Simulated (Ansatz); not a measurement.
# CH5AlBP: the cost of one run

Program: Ansatz 0.2.0. Level of theory: RKS PBE/def2-SVP. These are calculated values, not measurements.

### 1 Starting point

Bond lengths: P1–Al2 2.279 Å, Al2–B3 2.121 Å, Al2–C4 1.844 Å, B3–C4 1.520 Å, P1–H5 1.471 Å, P1–H6 1.497 Å, B3–H7 1.229 Å, C4–H8 1.130 Å, C4–H9 1.159 Å. Angles (14 of 15 angles, heavy atoms first): P1–Al2–B3 156.7°, P1–Al2–C4 158.8°, B3–Al2–C4 44.4°, Al2–B3–C4 58.1°, Al2–C4–B3 77.5°, Al2–P1–H5 95.8°, Al2–P1–H6 95.1°, Al2–B3–H7 150.4°, C4–B3–H7 151.2°, Al2–C4–H8 114.0°, Al2–C4–H9 117.1°, B3–C4–H8 112.3°, B3–C4–H9 118.0°, H5–P1–H6 93.3°.

Coordinates:

```xyz
9

P    -0.2427    2.4091   -1.0867
Al    0.1604    0.3986   -0.0920
B     1.2606   -1.3472    0.3978
C    -0.1230   -1.0827    0.9698
H    -0.4398    1.8691   -2.4405
H    -1.7081    2.4164   -0.7831
H     2.2951   -2.0090    0.3432
H    -0.8988   -1.7972    0.5632
H    -0.2153   -0.9035    2.1111
```

### 2 Relaxing end A

The input, input.yaml:

```yaml
crystal:
  periodic: [false, false, false]
  atoms:
    - { symbol: P, position_ang: [-0.2427, 2.4091, -1.0867] }
    - { symbol: Al, position_ang: [0.1604, 0.3986, -0.092] }
    - { symbol: B, position_ang: [1.2606, -1.3472, 0.3978] }
    - { symbol: C, position_ang: [-0.123, -1.0827, 0.9698] }
    - { symbol: H, position_ang: [-0.4398, 1.8691, -2.4405] }
    - { symbol: H, position_ang: [-1.7081, 2.4164, -0.7831] }
    - { symbol: H, position_ang: [2.2951, -2.009, 0.3432] }
    - { symbol: H, position_ang: [-0.8988, -1.7972, 0.5632] }
    - { symbol: H, position_ang: [-0.2153, -0.9035, 2.1111] }
basis:
  gaussian: { orbitals: def2-SVP }
hamiltonian:
  xc: pbe
relax:
  f_tol: 0.015
  max_steps: 40
```

Command:

```sh
$ ansatz run input.yaml --threads 1 --pin off --max-ram 2048MiB --backend cpu --events-out ev --progress --plain --runs-dir out
```

What time and memory should one allow on 1 thread of Intel Xeon 6975P-C (Granite Rapids), shared host?

About 42 s, with a peak of 0.16 GiB.
